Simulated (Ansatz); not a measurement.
**BH6NOSi: a ladder of functionals and wavefunction methods**

One table from this session's results is given with a row withheld; the runs are named, their logs left out.

Method: functionals in def2-TZVPP, the program's frozen cores in correlated methods; program: Ansatz 0.2.0, Gaussian basis.

Levels to be run: LDA (SPW92), PBE-D4, revPBE-D4, BLYP-D4, r2SCAN-D4, B97M-V, PBE0-D4, B3LYP-D4, r2SCANh-D4, r2SCAN0-D4, HSE06-D4, BHLYP-D4, CAM-B3LYP-D4, LC-ωPBE, ωB97X-V, ωB97M-V, B2PLYP, PBE-QIDH; CCSD(T)/def2-SVP; CCSD(T)/def2-TZVPP; MP2/def2-QZVPP; extrapolation to the limit; RPA on PBE.

### Structure used throughout

The geometry comes from an earlier relaxation with PBE0-D4 in a triple-zeta def2 set; it is a stationary point, not always the lowest conformer.

SMILES `BO[SiH2]N`, 10 atoms, charge 0, spin multiplicity 1.

Atoms are counted from 1 here; the program's logs count them from 0.

Bond lengths: B1–O2 1.344 Å, B1–H5 1.205 Å, B1–H6 1.200 Å, O2–Si3 1.666 Å, Si3–N4 1.699 Å, Si3–H7 1.483 Å, Si3–H8 1.479 Å, N4–H9 1.006 Å, N4–H10 1.006 Å. Angles: O2–B1–H5 120.2°, O2–B1–H6 118.3°, H5–B1–H6 121.5°, B1–O2–Si3 132.0°, O2–Si3–N4 114.2°, O2–Si3–H7 107.5°, O2–Si3–H8 105.2°, N4–Si3–H7 108.3°, N4–Si3–H8 108.1°, H7–Si3–H8 113.6°, Si3–N4–H9 121.7°, Si3–N4–H10 121.7°, H9–N4–H10 111.8°.

Set-up of the first run:

in.yaml

```yaml
crystal:
  periodic: [false, false, false]
  atoms:
    - {symbol: B, position_ang: [-1.769474, 1.017169, 0.053754]}
    - {symbol: O, position_ang: [-0.784415, 0.361759, -0.583826]}
    - {symbol: Si, position_ang: [0.819182, 0.117310, -0.205313]}
    - {symbol: N, position_ang: [1.222061, -1.502171, 0.110859]}
    - {symbol: H, position_ang: [-1.550336, 1.568836, 1.102793]}
    - {symbol: H, position_ang: [-2.859906, 1.033284, -0.446902]}
    - {symbol: H, position_ang: [1.118355, 0.916072, 1.007588]}
    - {symbol: H, position_ang: [1.569926, 0.553452, -1.402321]}
    - {symbol: H, position_ang: [1.304705, -2.180400, -0.627972]}
    - {symbol: H, position_ang: [1.013003, -1.936512, 0.994239]}
basis:
  gaussian: {orbitals: def2-TZVPP}
hamiltonian: {xc: lda}
output: {orbitals: {seedname: orbitals}}
```

Run with:

```
ansatz run in.yaml --threads 2 --pin off --events-out ev --progress --plain --max-ram 4352MiB
```

Steps of the session up to this table: LDA; PBE-D4 (GGA); revPBE-D4 (GGA); BLYP-D4 (GGA); r2SCAN-D4 (meta-GGA); B97M-V (meta-GGA); B3LYP-D4 (hybrid); r2SCANh-D4 (hybrid); r2SCAN0-D4 (hybrid); HSE06-D4 (hybrid); BHLYP-D4 (hybrid); CAM-B3LYP-D4 (range-separated); LC-ωPBE (range-separated); ωB97X-V (range-separated); ωB97M-V (range-separated); B2PLYP (double hybrid); PBE-QIDH (double hybrid).

One of the session's tables, all rows but one given; the rest of the session is left out.

| functional | HOMO (eV) | gap (eV) |
| --- | --- | --- |
| LDA (SPW92) | -6.70 | 4.96 |
| PBE-D4 | -6.56 | 5.10 |
| revPBE-D4 | -6.50 | 5.15 |
| BLYP-D4 | -6.44 | 5.10 |
| r2SCAN-D4 | ? | ? |
| B97M-V | -6.99 | 5.78 |
| PBE0-D4 | -8.00 | 7.55 |
| B3LYP-D4 | -7.75 | 7.04 |
| r2SCANh-D4 | -7.39 | 6.69 |
| r2SCAN0-D4 | -8.21 | 8.01 |
| HSE06-D4 | -7.59 | 6.76 |
| BHLYP-D4 | -9.36 | 9.87 |
| CAM-B3LYP-D4 | -9.46 | 10.05 |
| LC-ωPBE | -10.87 | 12.70 |
| ωB97X-V | -10.50 | 12.20 |
| ωB97M-V | -10.41 | 11.81 |

Q: Estimate the row for r2SCAN-D4 from the others.

Worked estimate for «HOMO (eV)». Against the share of exact exchange, r2SCANh-D4 (0.1, -7.39), r2SCAN0-D4 (0.25, -8.21) give a slope of -5.47 per unit share; at 0 the line stands at -6.84.

As computed: HOMO (eV): -6.85; gap (eV): 5.80. In «HOMO (eV)» the line misses by +0.01.
